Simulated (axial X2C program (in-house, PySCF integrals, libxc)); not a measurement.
# A two-component session on TaS: EOM-IP-CCSD levels

Wanted for TaS: EOM-IP-CCSD levels, at the two-component level.

The runs use an in-house X2C program for linear molecules on PySCF integrals; two-component X2C with atomic mean-field terms, Ta dyall-acv3z, S dyall-av3z.

All values are calculated.

## 1. Set-up

Contents of task.json:

```json
{
 "zs": [
  73,
  16
 ],
 "q": 0,
 "bas": [
  "dyall-acv3z",
  "dyall-av3z"
 ],
 "r0": 2.2,
 "eom": "ip",
 "rq": -1,
 "thr": -1.0,
 "nmax": 95,
 "grid": [
  1,
  0.96,
  1.045,
  0.92,
  1.09,
  1.15
 ]
}
```

Keys: zs atomic numbers; q charge; bas basis sets; r0 starting distance in Å; eom kind of EOM run; thr threshold in hartree for freezing inner shells (an s shell follows its p shell); nmax most natural virtual spinors; grid distances as factors.

Command:

```console
python soeom.py task.json out
```

Nuclei are Gaussian, cores are contracted, and the Gaunt term is on.

## 2. EOM-IP-CCSD at 2.232 Å

Reference: the closed shell TaS⁻; 12 electrons correlated, 94 virtual spinors; roots sought by Ω: 1/2: 4, 3/2: 3, 5/2: 1.

Output:

```text
two-component X2C + atomic mean field  HF
basis functions 256  fitting functions 1274  grid points 5079
iter        total energy     max residual
   1     -15990.940411256     1.03e+01
   2     -15996.989167445     5.49e-02
   3     -15997.010677515     7.82e-02
   4     -15997.063604542     7.51e-03
   5     -15997.065229093     3.28e-03
   6     -15997.065686899     1.17e-03
   7     -15997.065914017     1.01e-03
   8     -15997.066108185     3.45e-04
   9     -15997.066148640     2.63e-04
  10     -15997.066164045     2.32e-04
  11     -15997.066174822     2.17e-04
  12     -15997.066182747     1.78e-04
  13     -15997.066192043     1.02e-04
  14     -15997.066195463     5.41e-05
  15     -15997.066196484     3.26e-05
  16     -15997.066196952     1.70e-05
  17     -15997.066197089     8.09e-06
  18     -15997.066197138     2.65e-06
  19     -15997.066197144     1.26e-06
  20     -15997.066197144     6.78e-07
converged
one-electron -22520.96438674  Coulomb 6601.25819448  exact exchange -340.86949472  xc functional 0.00000000  nuclear repulsion 276.91710679  atomic mean-field constant -13.40761695
correlated 12  virtual 332  natural virtual 94  E(MP2) -0.317501538  MP2 remainder -0.021374243
iter   CCSD correlation   residual
   1     -0.300776396   2.28e-01
   2     -0.314001920   1.31e-01
   3     -0.322271269   7.80e-02
   4     -0.323423791   3.64e-02
   5     -0.324143494   2.05e-02
   6     -0.324468039   1.12e-02
   7     -0.324560569   5.80e-03
   8     -0.324650687   3.23e-03
   9     -0.324611464   1.93e-03
  10     -0.324640322   1.10e-03
  11     -0.324623476   6.79e-04
  12     -0.324631957   4.06e-04
  13     -0.324632301   2.17e-04
  14     -0.324631744   1.18e-04
  15     -0.324631662   6.97e-05
  16     -0.324631043   4.73e-05
  17     -0.324630553   3.23e-05
  18     -0.324630217   2.20e-05
  19     -0.324629835   1.45e-05
  20     -0.324629936   1.02e-05
  21     -0.324629820   7.62e-06
  22     -0.324629860   5.88e-06
  23     -0.324629887   4.45e-06
  24     -0.324629869   3.31e-06
(T) -0.025010903  T1 0.0552  D1 0.0872  max T2 0.163
EOM-IP-CCSD roots
2*Omega      energy/Eh   energy/eV  one-particle weight
    1       0.08562825      2.3301      0.907
    1       0.15706151      4.2739      0.628
    1       0.16325401      4.4424      0.164
    1       0.17071364      4.6454      0.019
    3       0.06670245      1.8151      0.865
    3       0.14804766      4.0286      0.003
    3       0.15537198      4.2279      0.862
    5       0.16553589      4.5045      0.000
```

T1 in the output is the amplitude norm over the root of the electron number; divide by √2 for the Lee–Taylor value.

```
  Ω  vertical IE (eV)  above lowest (cm⁻¹)                           spinor  weight
3/2             1.815                    0                        89% Ta dδ    0.86
1/2             2.330                 4150  59% Ta sσ, 16% Ta pσ, 11% Ta dσ    0.91
3/2             4.228                19460              68% S pπ, 18% Ta dπ    0.86
1/2             4.274                19830              67% S pπ, 18% Ta dπ    0.63
```

It took 14 s on 1 thread of Intel Xeon Platinum 8488C (Sapphire Rapids), shared host; peak memory 0.8 GiB.

## 3. EOM-IP-CCSD at 2.143 Å

```
  Ω  vertical IE (eV)  above lowest (cm⁻¹)                           spinor  weight
3/2             1.601                    0                        90% Ta dδ    0.87
1/2             2.187                 4730  59% Ta sσ, 15% Ta pσ, 11% Ta dσ    0.91
1/2             4.645                24550              65% S pπ, 20% Ta dπ    0.67
```

It took 15 s on 1 thread of Intel Xeon Platinum 8488C (Sapphire Rapids), shared host; peak memory 0.85 GiB.

## 4. EOM-IP-CCSD at 2.332 Å

```
  Ω  vertical IE (eV)  above lowest (cm⁻¹)                           spinor  weight
3/2             2.044                    0                        87% Ta dδ    0.85
1/2             2.485                 3550  57% Ta sσ, 17% Ta pσ, 11% Ta dσ    0.91
3/2             3.945                15330              69% S pπ, 17% Ta dπ    0.89
1/2             3.996                15740              69% S pπ, 17% Ta dπ    0.87
```

Wall time 15 s (1 thread of Intel Xeon Platinum 8488C (Sapphire Rapids), shared host); peak memory 0.85 GiB.

## 5. EOM-IP-CCSD at 2.053 Å

```
  Ω  vertical IE (eV)  above lowest (cm⁻¹)                           spinor  weight
3/2             1.384                    0                        90% Ta dδ    0.88
1/2             2.044                 5320  59% Ta sσ, 14% Ta pσ, 11% Ta dσ    0.91
```

Run time: 15 s. Hardware: 1 thread of Intel Xeon Platinum 8488C (Sapphire Rapids), shared host; peak memory 0.88 GiB.

## 6. EOM-IP-CCSD at 2.433 Å

```
  Ω  vertical IE (eV)  above lowest (cm⁻¹)                           spinor  weight
3/2             2.255                    0               84% Ta dδ, 6% S pπ    0.84
1/2             2.629                 3010  56% Ta sσ, 18% Ta pσ, 12% Ta dσ    0.91
3/2             3.690                11570              69% S pπ, 16% Ta dπ    0.90
1/2             3.716                11780              71% S pπ, 15% Ta dπ    0.89
```

It took 16 s on 1 thread of Intel Xeon Platinum 8488C (Sapphire Rapids), shared host; peak memory 0.88 GiB.

## 7. EOM-IP-CCSD at 2.567 Å

```
  Ω  vertical IE (eV)  above lowest (cm⁻¹)                           spinor  weight
3/2             2.491                    0              75% Ta dδ, 15% S pπ    0.84
1/2             2.790                 2410  52% Ta sσ, 18% Ta pσ, 12% Ta dσ    0.90
1/2             3.384                 7200              71% S pπ, 13% Ta dπ    0.90
3/2             3.412                 7420    65% S pπ, 17% Ta dπ, 9% Ta dδ    0.89
1/2             4.844                18970    68% S pσ, 18% Ta sσ, 7% Ta dσ    0.73
```

Run time: 18 s. Hardware: 1 thread of Intel Xeon Platinum 8488C (Sapphire Rapids), shared host; peak memory 0.88 GiB.

## 8. Curves of the states

Energies in eV from the lowest point of the lowest state; states are followed by energy order within each Ω.

```
R (Å)  (1)Ω=3/2  (1)Ω=1/2
2.053    0.0605    0.7206
2.143    0.0000    0.5864
2.232    0.1744    0.6894
2.332    0.5547    0.9953
2.433    1.0519    1.4256
2.567    1.7892    2.0880
```

Constants where the minimum is well bracketed (masses 180.948 and 31.972 u):

```
   state  Te (cm⁻¹)  Re (Å)  ωe (cm⁻¹)
(1)Ω=3/2          0   2.117        570
(1)Ω=1/2       4810   2.143        543
```

## 9. Outcome

```
                     quantity                            value
       lowest root at 2.232 Å                Ω = 3/2, 1.815 eV
next root led by one particle  Ω = 1/2, about 4150 cm⁻¹ higher
          T1 of the reference                            0.039
      lowest state, Re and ωe                2.117 Å, 570 cm⁻¹
```

What this shows: Removing an electron from the reference determinant of TaS⁻ costs 1.82 eV and empties a spinor of 89% Ta dδ. The closed-shell reference lies 0.42 eV above the lowest determinant found, so these energies count from an excited configuration. Errors of 0.1 to 0.3 eV are usual at this size, and roots led by higher excitations are left out, so the list is incomplete, and low states of that kind can be missing. T1 or the largest double amplitude of the reference is raised, which lowers the reliability. The bond is 0.088 Å shorter than in the closed-shell reference at CCSD (2.204 Å).
